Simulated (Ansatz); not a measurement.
# CHBFNS: one species, many methods

One table from this session's results is given with a row withheld; the runs are named, their logs left out.

Computed with Ansatz 0.2.0, Gaussian basis. Level: functionals in def2-TZVPP, the program's frozen cores in correlated methods.

The runs, in order: LDA (SPW92), PBE-D4, revPBE-D4, BLYP-D4, r2SCAN-D4, B97M-V, PBE0-D4, B3LYP-D4, r2SCANh-D4, r2SCAN0-D4, HSE06-D4, BHLYP-D4, CAM-B3LYP-D4, LC-ωPBE, ωB97X-V, ωB97M-V, B2PLYP, PBE-QIDH; CCSD(T)/def2-SVP; CCSD(T)/def2-TZVPP; MP2/def2-QZVPP; extrapolation to the limit; RPA on PBE.

## The relaxed structure

The geometry comes from an earlier relaxation with PBE0-D4 in a triple-zeta def2 set; it is a stationary point.

SMILES `FB1N=CS1`, 6 atoms, charge 0, spin multiplicity 1.

Atoms are counted from 1 here; the program's logs count them from 0.

Bond lengths: F1–B2 1.298 Å, B2–N3 1.468 Å, B2–S5 1.867 Å, N3–C4 1.279 Å, C4–S5 1.804 Å, C4–H6 1.092 Å. Angles: F1–B2–N3 130.6°, F1–B2–S5 130.9°, N3–B2–S5 98.4°, B2–N3–C4 88.6°, N3–C4–S5 109.7°, N3–C4–H6 127.1°, S5–C4–H6 123.2°, B2–S5–C4 63.2°.

As a file:

```
atom     x (Å)     y (Å)     z (Å)
  F1  -0.13184  -1.94590  -1.16754
  B2  -0.02362  -0.82105  -0.52816
  N3  -0.71151  -0.33556   0.67452
  C4  -0.04343   0.75083   0.58126
  S5   1.04926   0.67167  -0.85183
  H6  -0.09686   1.61592   1.24555
```

Set-up of the first run:

The input, in.yaml:

```yaml
crystal:
  periodic: [false, false, false]
  atoms:
    - {symbol: F, position_ang: [-0.131837, -1.945904, -1.167539]}
    - {symbol: B, position_ang: [-0.023619, -0.821052, -0.528165]}
    - {symbol: N, position_ang: [-0.711514, -0.335559, 0.674516]}
    - {symbol: C, position_ang: [-0.043429, 0.750829, 0.581263]}
    - {symbol: S, position_ang: [1.049260, 0.671666, -0.851826]}
    - {symbol: H, position_ang: [-0.096862, 1.615920, 1.245551]}
basis:
  gaussian: {orbitals: def2-TZVPP}
hamiltonian: {xc: lda}
output: {orbitals: {seedname: orbitals}}
```

Command:

```sh
$ ansatz run in.yaml --threads 2 --pin off --events-out ev --progress --plain --max-ram 4352MiB
```

Steps of the session up to this table: LDA; PBE-D4 (GGA); revPBE-D4 (GGA); BLYP-D4 (GGA); r2SCAN-D4 (meta-GGA); B97M-V (meta-GGA); PBE0-D4 (hybrid); B3LYP-D4 (hybrid); r2SCANh-D4 (hybrid); r2SCAN0-D4 (hybrid); HSE06-D4 (hybrid); BHLYP-D4 (hybrid); CAM-B3LYP-D4 (range-separated); LC-ωPBE (range-separated); ωB97X-V (range-separated); ωB97M-V (range-separated); B2PLYP (double hybrid); PBE-QIDH (double hybrid).

One table of the session follows, with a row left open; its other results are not shown here.

It belongs to the step «Orbital energies across the functionals». 

```
  functional  HOMO (eV)  LUMO (eV)  gap (eV)
 LDA (SPW92)      -6.61      -3.56      3.05
      PBE-D4      -6.43      -3.25      3.18
   revPBE-D4      -6.37      -3.14      3.23
     BLYP-D4      -6.26      -3.09      3.17
   r2SCAN-D4      -6.69      -3.02      3.66
      B97M-V          ?          ?         ?
     PBE0-D4      -7.61      -2.21      5.41
    B3LYP-D4      -7.37      -2.43      4.94
  r2SCANh-D4      -7.12      -2.64      4.48
  r2SCAN0-D4      -7.78      -2.07      5.71
    HSE06-D4      -7.21      -2.59      4.62
    BHLYP-D4      -8.64      -1.02      7.62
CAM-B3LYP-D4      -8.91      -1.01      7.91
     LC-ωPBE     -10.30       0.21     10.50
     ωB97X-V      -9.91       0.15     10.06
     ωB97M-V      -9.74       0.05      9.78
```

Estimate the missing values for B97M-V.

**Answer.** HOMO (eV): -6.72; LUMO (eV): -2.88; gap (eV): 3.83. In the column «HOMO (eV)» it lies between r2SCANh-D4 (-7.12) and r2SCAN-D4 (-6.69).
